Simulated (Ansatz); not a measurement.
# MgZn2O3: the cost of one run

All numbers are computed with Ansatz 0.2.0 through its Python package. The levels of theory stand in the script.

### Step 1. Starting point

It takes space group P-3m1 (No. 164, trigonal). Conventional cell: a = 3.053 Å, b = 3.053 Å, c = 7.452 Å, α = 90.00°, β = 90.00°, γ = 120.00°. Around Mg (site symmetry -3m) lie 6 O at 2.13 Å. Around Zn (site symmetry 3m) lie 6 O at 2.16 to 2.17 Å. O (site symmetry 3m) is surrounded by 3 Mg at 2.13 Å and 3 Zn at 2.17 Å. Around O (site symmetry -3m) lie 6 Zn at 2.16 Å.

Input file mgzn2o3.vasp:

```text
MgZn2O3
1.0
   3.05259901    0.00000000    0.00000000
  -1.52629950    2.64362829    0.00000000
   0.00000000    0.00000000    7.45204300
Mg Zn O
1 2 3
Direct
   0.00000000    0.00000000    0.00000000
   0.33333333    0.66666667    0.66841600
   0.66666667    0.33333333    0.33158400
   0.33333333    0.66666667    0.16070000
   0.66666667    0.33333333    0.83930000
   0.00000000    0.00000000    0.50000000
```

### Step 2. The script

The input, run_lattice.py:

```python
'''How the lattice of MgZn2O3 depends on the functional.'''

import warnings

import ansatz
from ase.io import read
import numpy as np

def edges_and_angles(cell):
    cell = np.asarray(cell)
    a, b, c = np.linalg.norm(cell, axis=1)
    cosines = cell[1] @ cell[2] / (b * c), cell[0] @ cell[2] / (a * c), cell[0] @ cell[1] / (a * b)
    return (a, b, c, *np.degrees(np.arccos(cosines)))

warnings.simplefilter('ignore', ansatz.DeckWarning)

atoms = read('mgzn2o3.vasp', format='vasp')
structure = ansatz.Crystal.from_ase(atoms)

calculation = (
    structure.calculation()
    .basis(420)
    .kpoints(12, 12, 4, center='gamma')
    .occupations(ansatz.OccupationsMethod.FIXED)
    .relax(cell=True, force_tolerance=0.005)
)

levels = [('pbesol', 'none'), ('blyp', 'd3bj'), ('pbesol', 'd3bj')]
print('level            a       b       c    alpha   beta  gamma  V/atom  steps')
for name, dispersion in levels:
    seen = []
    run = calculation.functional(name, dispersion=dispersion).session().plan()
    outcome = run.execute(on_event=lambda e: seen.append(e) if e['event'] == 'relax_step' else None)
    cell = outcome.lattice.cell_ang
    label = name if dispersion == 'none' else f'{name}+{dispersion}'
    print('{:13s} {:7.4f} {:7.4f} {:7.4f} {:6.2f} {:6.2f} {:6.2f}'.format(label, *edges_and_angles(cell)), f'{abs(np.linalg.det(cell)) / len(outcome.lattice.sites):7.3f} {len(seen):5d}')
```

### Step 3. The calls as engine input

The engine receives this input (first run):

```yaml
crystal:
  lattice:
    - [3.05259901, 0.0, 0.0]
    - [-1.5262995, 2.64362829, 0.0]
    - [0.0, 0.0, 7.452043]
  atoms:
    - { symbol: Mg, position: [0.0, 0.0, 0.0] }
    - { symbol: Zn, position: [0.33333333, 0.66666667, 0.668416] }
    - { symbol: Zn, position: [0.66666667, 0.33333333, 0.331584] }
    - { symbol: O, position: [0.33333333, 0.66666667, 0.16069999999999998] }
    - { symbol: O, position: [0.66666667, 0.33333333, 0.8393] }
    - { symbol: O, position: [0.0, 0.0, 0.5] }
basis:
  ecutwfc: 420.0
kpoints:
  mp_grid:
    grid: [12, 12, 4]
    shift: [0.0, 0.0, 0.0]
hamiltonian:
  xc: pbesol
  dispersion: none
scf:
  occupations:
    method: fixed
relax:
  f_tol: 0.005
  cell: {}
```

### Step 4. Running it

Run with:

```console
> python run_lattice.py
```

**Question.** How long does this script take on 1 thread of Arm Neoverse V1, shared host, and how much memory does it need?

About 2.5 min, with a peak of 0.55 GiB.
